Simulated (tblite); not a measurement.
# C5H12Si: the cost of one run

Programs: tblite 0.8.0 and PySCF 2.14.0, with density-fitted response routines of our own. Each step states its level of theory. These are calculated values for one molecule in the gas phase, unless marked as measured. Atoms are numbered from 0 throughout.

### Step 1. The molecule as given

18 atoms, charge 0, multiplicity 1; geometry from: force field or distance geometry start.

Bonds of the start (Å): C0–C1 1.52, C1–C2 1.54, C1–Si3 1.87, Si3–C4 1.87, C4–C5 1.48, C5–Si3 1.82, C0–H6 1.10, C0–H7 1.10, C0–H8 1.10, C1–H9 1.09, C2–H10 1.10, C2–H11 1.09, C2–H12 1.11, Si3–H13 1.49, C4–H14 1.07, C4–H15 1.08, C5–H16 1.09, C5–H17 1.09.

### Step 2. Relaxing the molecule with GFN2-xTB

Job settings and geometry (Å):

```
{"job": {"kind": "relax", "xc": "GFN2-xTB", "basis": "xTB"}, "charge": 0, "multiplicity": 1}
C     -1.559800    -0.236200    -1.110000
C     -0.826500     0.252200     0.133300
C     -1.725900     0.084500     1.370300
Si     0.855600    -0.539600     0.356400
C      2.073700    -0.003200    -0.959700
C      2.343700     0.506400     0.403200
H     -0.978500    -0.058600    -2.021000
H     -2.509200     0.310100    -1.222300
H     -1.791700    -1.307500    -1.055000
H     -0.649400     1.322600     0.021200
H     -1.979100    -0.966300     1.554500
H     -1.268600     0.488400     2.272800
H     -2.683400     0.627500     1.229600
H      0.958300    -2.017600     0.518700
H      2.682200    -0.795800    -1.354600
H      1.658900     0.677000    -1.689400
H      2.189100     1.564400     0.603600
H      3.201900     0.098000     0.936600
```

Launch:

```
$ OMP_NUM_THREADS=1 python probes_run.py task.json out
```

This one command runs all jobs of the session in turn.

**Question.** How long does this first job take on 1 thread of Arm Neoverse N1, shared host, and how much memory does it need?

About 1.1 s, with a peak of 0.18 GiB.
